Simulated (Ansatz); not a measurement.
## NbH, space group I4/mmm: an equation of state with a fit, step by step

Program: the Python package of Ansatz (0.2.0).

Typed at the interpreter:
```pycon
>>> import ansatz as az
>>> import numpy as np
>>> from pymatgen.analysis.eos import EOS
>>> VECTORS = np.array([
...     [-1.606964, 1.606964, 1.984301],
...     [1.606964, -1.606964, 1.984301],
...     [1.606964, 1.606964, -1.984301],
... ])
>>> SITES = [
...     ("Nb", [0.0, 0.0, 0.0]),
...     ("H", [0.5, 0.5, 0.0]),
... ]
>>> def crystal_on(cell):
...     crystal = az.Crystal(lattice=az.Lattice.of(cell))
...     for symbol, position in SITES:
...         crystal = crystal.atom(symbol, position)
...     return crystal
...
>>> volumes, energies, pressures = [], [], []
>>> for scale in np.linspace(0.9, 1.1, 9):
...     cell = VECTORS * scale ** (1 / 3)
...     model = (
...         crystal_on(cell).calculation()
...         .functional("r2SCAN")
...         .pseudopotentials("paw")
...         .basis(600)
...         .occupations(az.OccupationsMethod.FERMI_DIRAC, width=0.1)
...         .kpoints(10, 10, 10)
...         .stress()
...     )
...     r = model.run().report
...     volumes.append(abs(np.linalg.det(cell)) / len(SITES))
...     energies.append(r["free_energy_ev"] / len(SITES))
...     pressures.append(np.trace(r["stress_gpa"]) / 3)
...     print(f"V = {volumes[-1]:8.4f} A^3/atom  F = {energies[-1]:.5f} eV/atom  P = {pressures[-1]:8.3f} GPa")
...
V =   9.2234 A^3/atom  F = -2289.92005 eV/atom  P =   20.283 GPa
V =   9.4796 A^3/atom  F = -2289.94659 eV/atom  P =   13.069 GPa
V =   9.7358 A^3/atom  F = -2289.96232 eV/atom  P =    6.734 GPa
V =   9.9920 A^3/atom  F = -2289.96854 eV/atom  P =    1.170 GPa
V =  10.2483 A^3/atom  F = -2289.96641 eV/atom  P =   -3.719 GPa
V =  10.5045 A^3/atom  F = -2289.95696 eV/atom  P =   -8.017 GPa
V =  10.7607 A^3/atom  F = -2289.94105 eV/atom  P =  -11.800 GPa
V =  11.0169 A^3/atom  F = -2289.91946 eV/atom  P =  -15.132 GPa
V =  11.2731 A^3/atom  F = -2289.89286 eV/atom  P =  -18.068 GPa
>>> for form in ["pourier_tarantola", "murnaghan", "vinet"]:
...     fit = EOS(eos_name=form).fit(volumes, energies)
...     print(f"{form:18s} V0 {fit.v0:8.4f} A^3/atom  B0 {fit.b0_GPa:7.1f} GPa  B1 {fit.b1:5.2f}")
...
pourier_tarantola  V0  10.0509 A^3/atom  B0   198.9 GPa  B1  4.00
murnaghan          V0  10.0500 A^3/atom  B0   197.9 GPa  B1  4.10
vinet              V0  10.0506 A^3/atom  B0   198.7 GPa  B1  4.03
```

A third-order Birch-Murnaghan fit through the 9 points (the script's own form differs a little) has its minimum at 10.05 Å³ an atom, 1.9 % below the typed cell, with a bulk modulus of 198 GPa and dB/dP = 4.1. From that minimum the energy rises by 48.7 meV an atom on the compressed side and 75.9 meV on the expanded side.

Notes:
- Absolute energies stand on the zero of these potentials, so only differences at equal settings mean something.
- Shape and fractional positions are held along the curve, so the bulk modulus is an upper value where they are free to relax, by a factor of two or more in layered or hydrogen-bonded cells.
- The mesh is modest for a metal, so energies can be off by several to tens of meV an atom and pressures by half a GPa or more; differences at equal mesh fare better.
- Pressure is positive in compression.
- The structure comes from a database of computed cells and needn't be a stable or known phase.
- It ran for 24 s on 1 thread of AMD EPYC 7R43 64-Core Processor (Zen 3) (shared host), peak memory 0.57 GiB.

(Lines on the test bed's own set-up are left out of the output.)
